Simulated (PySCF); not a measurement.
**Cl³⁺: dipole response in aug-cc-pCVQZ-DK**

Aim: the static polarisability and the C₆ coefficient of Cl³⁺, method by method.

Method: unrestricted determinants in a Gaussian basis, no spin-orbit coupling in the energies. Code: PySCF 2.14.0.

### 1 The system

| Quantity | Value |
| --- | --- |
| Element | chlorine (Z = 17) |
| Basis | aug-cc-pCVQZ-DK (10s9p7d5f3g, 134 functions) |
| Hamiltonian | the spin-free X2C one-electron Hamiltonian (Gaussian nucleus) |
| State 1 | Cl³⁺: [Ne] 3s2 3p2, high-spin 3P determinant |
| Methods | CAM-B3LYP |

Outer shells as boxes (Hund's rule):

Cl3+ [Ne] 3s2 3p2
```
[Ne] core
3s [↑↓]
3p [↑ ][↑ ][  ]
```

The runs were made by one driver on top of PySCF. The scripts below sum up each run's settings (the driver also hands on starting orbitals that pick excited configurations, and frozen orbitals as a list rather than a count), and the logs come from the driver's own runs. The driver starts from symmetry-adapted Hartree-Fock orbitals, holds the occupation by maximum overlap and uses a logarithmic radial grid for functionals, so a plain start would take other cycles.

The integrals over 134 functions and the set-up took 2.7 s of CPU time.

### 2 Cl³⁺, at CAM-B3LYP

CAM-B3LYP:

input.py reads:

```python
from pyscf import gto, scf, dft, mp, cc
import basis_set_exchange as bse
mol = gto.M(atom="Cl 0 0 0", charge=3, spin=2, symmetry="D2h",
            basis=gto.basis.parse(bse.get_basis("aug-cc-pCVQZ-DK", elements=["Cl"], fmt="nwchem")),
            nucmod="G")
mf = dft.UKS(mol, xc="CAMB3LYP").sfx2c1e()
mf.irrep_nelec = {'Ag': (3, 3), 'B1u': (2, 1), 'B2u': (2, 1), 'B3u': (1, 1)}
mf.kernel()
```

What it wrote:

```text
damping factor = 0
level_shift factor = 0
DIIS = <class 'pyscf.scf.diis.CDIIS'>
diis_start_cycle = 1
diis_space = 10
diis_damp = 0
SCF conv_tol = 1e-09
SCF conv_tol_grad = None
number electrons alpha = 8  beta = 6
XC functionals = CAMB3LYP
    T. Yanai, D. P. Tew, and N. C. Handy.,  Chem. Phys. Lett. 393, 51 (2004)
cycle= 1 E= -458.790003402423  delta_E= -0.00948  |g|= 0.016  |ddm|= 0.836
cycle= 2 E= -458.790118548838  delta_E= -0.000115  |g|= 0.00325  |ddm|= 0.0467
cycle= 3 E= -458.790126530903  delta_E= -7.98e-06  |g|= 0.000471  |ddm|= 0.00518
cycle= 4 E= -458.790126699516  delta_E= -1.69e-07  |g|= 9.02e-06  |ddm|= 0.000666
cycle= 5 E= -458.79012669954  delta_E= -2.48e-11  |g|= 1.61e-06  |ddm|= 7.46e-05
converged SCF energy = -458.79012669954  <S^2> = 2.0031076  2S+1 = 3.002071
```

CPU time 2.5 min on a shared host, the integrals not counted.

The occupied shells:

```
shell  electrons  mean orbital energy (eV)  spread (eV)  rms radius (bohr)
 1s α          1                   -2822.1            0              0.105
 1s β          1                   -2821.5            0              0.105
 2s α          1                   -307.30            0              0.482
 2s β          1                   -306.79            0              0.482
 2p α          3                   -244.86        0.171              0.452
 2p β          3                   -244.08        0.901              0.452
 3s α          1                   -64.047            0               1.50
 3s β          1                   -60.341            0               1.50
 3p α          2                   -49.554            0               1.63
```

⟨S²⟩ = 2.003, ⟨L²⟩ = 2.01.

The driver then solved the coupled dipole response at imaginary frequencies: mean α = 4.323 bohr³ (xx, yy, zz: 4.589, 4.190, 4.190), C₆ = 11.71 au for a like pair.

Radial density 4πr²ρ of Cl³⁺ at CAM-B3LYP:

```
r (bohr)   density  spin density
 0.00140    0.0949         0.000
 0.00236     0.247         0.000
 0.00397     0.634         0.000
 0.00667      1.58         0.000
  0.0112      3.70         0.000
  0.0189      7.90         0.000
  0.0318      14.2         0.003
  0.0534      19.4         0.020
  0.0899      17.5         0.089
   0.151      13.2         0.267
   0.254      18.0         0.395
   0.428      15.9         0.076
   0.719      4.65         0.320
    1.21      3.47         1.550
    2.03      1.29         0.712
    3.42    0.0432         0.031
    5.76  3.58e-05         0.000
```

### 3 The response side by side

Cl³⁺, in atomic units:

```
   method  mean α  C₆ (like pair)  S(−4)
CAM-B3LYP   4.323           11.71  7.094
```

α(iu) at CAM-B3LYP:

```
u (hartree)  α(iu) (bohr³)
          0          4.323
     0.0500          4.305
      0.100          4.253
      0.200          4.060
      0.300          3.780
      0.500          3.117
      0.750          2.349
       1.00          1.766
       1.50          1.061
       2.00         0.7019
       3.00         0.3802
       5.00         0.1768
```

### 4 Results

| quantity | value |
| --- | --- |
| α of Cl³⁺ | 4.323 (CAM-B3LYP) bohr³ |

A single London oscillator with the computed α and C₆ of Cl³⁺ at CAM-B3LYP would have ω = 4 C₆ / (3 α²) = 0.835 hartree. All values hold for this basis alone; no basis-set limit was taken.
